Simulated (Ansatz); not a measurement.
# RbGeN: the cost of one run

Program: Ansatz 0.2.0. Level of theory: DFT PBE, scalar-relativistic, plane waves, PAW. These are calculated values, not measurements.

**1. Starting point**

It takes space group P4/mmm (No. 123, tetragonal). The conventional cell has a = 4.833 Å, b = 4.833 Å, c = 3.822 Å, α = 90.00°, β = 90.00°, γ = 90.00°. Rb (site symmetry 4/mmm) is surrounded by 4 Ge at 3.42 Å and 2 Rb at 3.82 Å and 8 N at 3.92 Å. Ge (site symmetry 4/mmm) is surrounded by 2 N at 1.91 Å. N (site symmetry 4/mmm) has 2 Ge at 1.91 Å as nearest neighbours.

Structure file:

```cif
data_structure
_symmetry_space_group_name_H-M 'P4/mmm'
_symmetry_Int_Tables_number 123
_cell_length_a 4.8326
_cell_length_b 4.8326
_cell_length_c 3.8220
_cell_angle_alpha 90.000
_cell_angle_beta 90.000
_cell_angle_gamma 90.000
_cell_volume 89.26
loop_
_atom_site_label
_atom_site_type_symbol
_atom_site_symmetry_multiplicity
_atom_site_Wyckoff_symbol
_atom_site_fract_x
_atom_site_fract_y
_atom_site_fract_z
_atom_site_occupancy
Rb1 Rb 1 d 0.50000 0.50000 0.50000 1
Ge1 Ge 1 b 0.00000 0.00000 0.50000 1
N1 N 1 a 0.00000 0.00000 0.00000 1
```

Recipe of the guess: random cell by space group and Wyckoff sites (P4/mmm, No. 123). Its size is a rough estimate.

**2. A first look at the guess**

input.yaml

```yaml
crystal:
  lattice:
    - [4.83261374, 0.0, 0.0]
    - [0.0, 4.83261374, 0.0]
    - [0.0, 0.0, 3.82204023]
  atoms:
    - { symbol: Rb, position: [0.5, 0.5, 0.5] }
    - { symbol: Ge, position: [0.0, 0.0, 0.5] }
    - { symbol: "N", position: [0.0, 0.0, 0.0] }
basis:
  ecutwfc: 420
kpoints:
  mp_grid: { grid: [4, 4, 4] }
hamiltonian:
  xc: pbe
scf:
  occupations: { method: gaussian, width: 0.1 }
  lower_state_search: "off"
output:
  forces: true
  stress: true
  eigenvalues: true
```

Launch:

```sh
ansatz run input.yaml --threads 1 --pin off --max-ram 2048MiB --backend cpu --events-out ev --progress --plain --runs-dir out
```

Q: Estimate wall time and peak memory on 1 thread of Arm Neoverse N1, shared host.

About 4.3 s, with a peak of 0.33 GiB.
